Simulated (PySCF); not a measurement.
# C2H6BFN2: the cost of one run

Programs: PySCF 2.14.0, with density-fitted response routines of our own. Each step states its level of theory. These are calculated values for one molecule in the gas phase, unless marked as measured. Atoms are numbered from 0 throughout.

### Step 1. Starting geometry

12 atoms, charge 0, multiplicity 1; geometry from: GFN2-xTB. The atoms were then displaced at random by about 0.01 Å, so the start is not that level's minimum.

Bonds of the start (Å): C0–N1 1.27, N1–C2 1.43, C2–B3 1.55, B3–N4 1.39, B3–F5 1.36, C0–H6 1.10, C0–H7 1.08, C2–H8 1.07, C2–H9 1.13, N4–H10 0.99, N4–H11 1.00.

### Step 2. Optimising the geometry at PBE0-D3(BJ)/def2-SVP

The job: settings as JSON, then the geometry in Å.

```
{"job": {"xc": "PBE0", "basis": "def2-SVP", "d3": "d3bj", "grid": 1, "shake": 0.01, "kind": "geom"}, "charge": 0, "multiplicity": 1}
C      1.949670     0.774950    -0.024920
N      0.928070     0.262690    -0.570010
C      0.294080    -0.882140     0.013930
B     -1.150200    -0.558750     0.489630
N     -1.862610     0.575560     0.108070
F     -1.814370    -1.436200     1.282160
H      2.369000     1.674490    -0.492050
H      2.421240     0.445400     0.885770
H      0.260920    -1.644090    -0.735230
H      0.898850    -1.294680     0.869480
H     -1.456660     1.268450    -0.476200
H     -2.798300     0.786030     0.405060
```

On the command line:

```sh
> OMP_NUM_THREADS=1 python probes_run.py task.json out
```

This one command runs all jobs of the session in turn.

**Question.** How long does this first job take on 1 thread of Arm Neoverse V1, shared host, and how much memory does it need?

About 54 s, with a peak of 0.47 GiB.
